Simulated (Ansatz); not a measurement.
**GdN (Fm-3m): equation of state**

One table from this session's results is given with a row withheld; the runs are named, their logs left out.

Program: Ansatz 0.2.0. Level of theory: DFT PBE, scalar-relativistic, plane waves, PAW. These are calculated values, not measurements.

## The structure to begin with

It takes space group Fm-3m (No. 225, cubic). Conventional cell: a = 4.985 Å, b = 4.985 Å, c = 4.985 Å, α = 90.00°, β = 90.00°, γ = 90.00°. Gd (site symmetry m-3m) is surrounded by 6 N at 2.49 Å. N (site symmetry m-3m) has 6 Gd at 2.49 Å as nearest neighbours.

As a file:

```
Gd N
1.0
     0.00000    2.49229    2.49229
     2.49229    0.00000    2.49229
     2.49229    2.49229    0.00000
Gd N
1 1
Direct
  0.00000 0.00000 0.00000
  0.50000 0.50000 0.50000
```

An earlier run at PBE left this cell at 15.481 Å³/atom and -0.05 GPa (12×12×12 mesh).

Volume factors to run: 0.980, 1.020, 0.960, 1.040.

Set-up of the first run:

Contents of input.yaml:

```yaml
crystal:
  lattice:
    - [0.0, 2.4755580926, 2.4755580926]
    - [2.4755580926, 0.0, 2.4755580926]
    - [2.4755580926, 2.4755580926, 0.0]
  atoms:
    - { symbol: Gd, position: [0.0, 0.0, 0.0], spin: 7.55 }
    - { symbol: "N", position: [0.5, 0.5, 0.5] }
basis:
  ecutwfc: 420
  ecutrho_ratio: 4
kpoints:
  mp_grid: { grid: [12, 12, 12] }
hamiltonian:
  xc: pbe
scf:
  occupations: { method: gaussian, width: 0.05 }
output:
  forces: true
  stress: true
  eigenvalues: true
  populations: true
magnetization:
  spin_polarized: true
```

Command:

```sh
> ansatz run input.yaml --threads 2 --pin off --max-ram 5120MiB --backend cpu --events-out ev --progress --plain --runs-dir out
```

Steps of the session up to this table: At 0.980 of the relaxed volume; Volume × 1.020; Scaling the volume by 0.960; Scaling the volume by 1.040.

One table of the session follows, with a row left open; its other results are not shown here.

It belongs to the step «The fit». 

| volume (Å³/atom) | energy (meV/atom) | pressure (GPa) | moment of atom 1 (μB) |
| --- | --- | --- | --- |
| 14.862 | 11.89 | 6.45 | 6.85 |
| 15.171 | 2.82 | 3.03 | 6.86 |
| 15.481 | 0.00 | -0.05 | 6.86 |
| 15.790 | ? | ? | ? |
| 16.100 | 10.78 | -5.36 | 6.88 |

**Question.** Estimate the row for volume (Å³/atom) = 15.790.

Worked estimate for «energy (meV/atom)». A straight line through the neighbours (15.481, 0.00) and (16.100, 10.78) gives 0.00 + (10.78 − 0.00) × (15.790 − 15.481) / (16.100 − 15.481) = 5.38; a parabola fitted to 3 rows on both sides gives 2.65.

The run gave: energy (meV/atom): 2.81; pressure (GPa): -2.84; moment of atom 1 (μB): 6.87. In «energy (meV/atom)» the line misses by +2.57 and the parabola by -0.16.

Caveats from the session: Warnings in the runs' records: stability check not made.
